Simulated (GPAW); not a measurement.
A run of GPAW 26.7.0 is set up as follows.

File run.py:

```python
from ase.dft.bandgap import bandgap
from ase.io import read, write
from ase.units import Bohr
from gpaw import GPAW, PW
from gpaw.elf import elf_from_dft_calculation

atoms = read('POSCAR')
atoms.pbc = (True, True, False)

calc = GPAW(mode=PW(450),
            xc={'name': 'vdW-DF-cx', 'backend': 'libvdwxc'},
            kpts={'size': (10, 10, 1), 'gamma': True},
            occupations={'name': 'fermi-dirac', 'width': 0.05},
            setups={'S': 'v3'},
            nbands=-20,
            convergence={'density': 1e-05, 'energy': 1e-05},
            symmetry={'point_group': False},
            maxiter=75,
            poissonsolver={'dipolelayer': 'xy'},
            txt='gpaw.txt')
atoms.calc = calc
energy = atoms.get_potential_energy()
forces = atoms.get_forces()
calc.write('gs.gpw')
write('result.traj', atoms)
print(f'Energy: {energy:.6f} eV')
print('Forces (eV/A):')
print(forces.round(4))
print('Fermi level:', round(calc.get_fermi_level(), 4), 'eV')
print(f'Gap: {bandgap(calc)[0]:.4f} eV, direct: {bandgap(calc, direct=True)[0]:.4f} eV')

# fields on the real-space grid
write('density.cube', atoms, data=calc.get_pseudo_density() * Bohr**3)
write('potential.cube', atoms, data=calc.get_electrostatic_potential())
write('elf.cube', atoms, data=elf_from_dft_calculation(calc).data)
```

File POSCAR:

```
WS2
1.0
    3.1580007685      0.0000000000      0.0000000000
   -1.5790003843      2.7349088908      0.0000000000
    0.0000000000      0.0000000000     24.2936853070
S W S W S
1 1 2 1 1
Direct
    0.3333333333      0.6666666667      0.3087222011
    0.6666666667      0.3333333333      0.3739233342
    0.3333333333      0.6666666667      0.4375768918
    0.0000000000      0.0000000000      0.5624231082
    0.3333333333      0.6666666667      0.6276242413
    0.0000000000      0.0000000000      0.6912777989
```

Potentials or basis: GPAW PAW data sets (gpaw-data 1.2.1), newer versions, pw.

Launch:

```sh
$ OMP_NUM_THREADS=1 python run.py
```

Q: Estimate the largest force.

A: 0.637 eV/Å.

Q: What does it give for the band gap on the k mesh?

A: 1.48 eV, indirect (least direct gap 2.20 eV).

Forces in eV/Å, atoms in the order of the input:
```
S    0.000  0.000 -0.001
W    0.000  0.000 -0.631
S    0.000  0.000  0.637
S    0.000  0.000 -0.023
W    0.000  0.000 -0.611
S    0.000  0.000  0.628
```

Caveat: the PAW data sets were made with another functional, which shifts forces and pressure a little; spin-orbit coupling is left out, which moves the levels of the heavy elements.
